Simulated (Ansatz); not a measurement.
# Cu(SH)2 (CuH2S2) radical: an energy map over bond length Cu1–S2 and bond length S2–H3

Aim: map the energy of Cu(SH)2 (CuH₂S₂), spin multiplicity 2 over two coordinates, and find its wells, ridges and stiffness.

Computed with Ansatz 0.2.0. Level: UKS PBE0-D4/def2-SVP.

## (1) The system as given

5 atoms, charge 0, spin multiplicity 2.

Atoms are counted from 1 here; the program's logs count them from 0.

Bond lengths: Cu1–S2 2.147 Å, Cu1–S4 2.147 Å, S2–H3 1.366 Å, S4–H5 1.366 Å. Angles: S2–Cu1–S4 179.9°, Cu1–S2–H3 94.0°, Cu1–S4–H5 94.2°.

Geometry (Å):

```xyz
5
charge 0, multiplicity 2
Cu    0.0009    0.0019    0.0002
S    -0.0816    0.0179    2.1457
H     1.1838    0.5135    2.2869
S     0.0800   -0.0157   -2.1455
H    -1.1830   -0.5177   -2.2873
```

This geometry comes from a loose relaxation at PBE in a small basis, which is not shown.

## (3) The grid

- bond length Cu1–S2: 9 values from 1.793 to 2.775 Å
- bond length S2–H3: 9 values from 1.138 to 1.761 Å

Nothing else is relaxed (all other coordinates rigid). Energies count from the relaxed molecule at the same level. Points are written as (first, second).

(The set-up runs are not shown.)

## (4) The run at (2.775 Å, 1.138 Å)

Contents of input.yaml:

```yaml
crystal:
  periodic: [false, false, false]
  atoms:
    - { symbol: Cu, position_ang: [0.000337, 0.000556, 0.000259] }
    - { symbol: S, position_ang: [-0.098327, 0.024209, 2.773404] }
    - { symbol: H, position_ang: [0.953869, 0.439083, 2.899125] }
    - { symbol: S, position_ang: [0.075171, -0.018555, -2.133003] }
    - { symbol: H, position_ang: [-1.1768, -0.513319, -2.283758] }
magnetization:
  spin_polarized: true
  initial_magnetization: 1
basis:
  gaussian: { orbitals: def2-SVP }
hamiltonian:
  xc: pbe0
  dispersion: d4
output:
  forces: true
```

On the command line:

```bash
$ ansatz run input.yaml --threads 1 --pin off --max-ram 2560MiB --backend cpu --events-out ev --progress --plain --runs-dir out
```

Further runs follow: the other points that were computed.

Before running it: what results should come out? Wanted: lowest point; highest computed point; largest force on an atom.

As calculated:

```
                       quantity                                                                             value
                   lowest point                                                      (2.161 Å, 1.371 Å), 0.008 eV
         highest computed point                                      (1.793 Å, 1.761 Å), 2.29 eV above the lowest
largest force on an atom (eV/Å)  0.5 at (2.161 Å, 1.371 Å) to 13.1 at (1.793 Å, 1.138 Å); 0.5 at the lowest point
        time for the whole task                                                   11 min on 1 thread, shared host
```

In words: The lowest computed point is at (2.161 Å, 1.371 Å), 0.008 eV from the relaxed molecule at the same level. The grid shows no other well, apart from its symmetry copies. The highest computed point, (1.793 Å, 1.761 Å), lies 2.29 eV above the lowest. Round the minimum the two coordinates are nearly uncoupled.
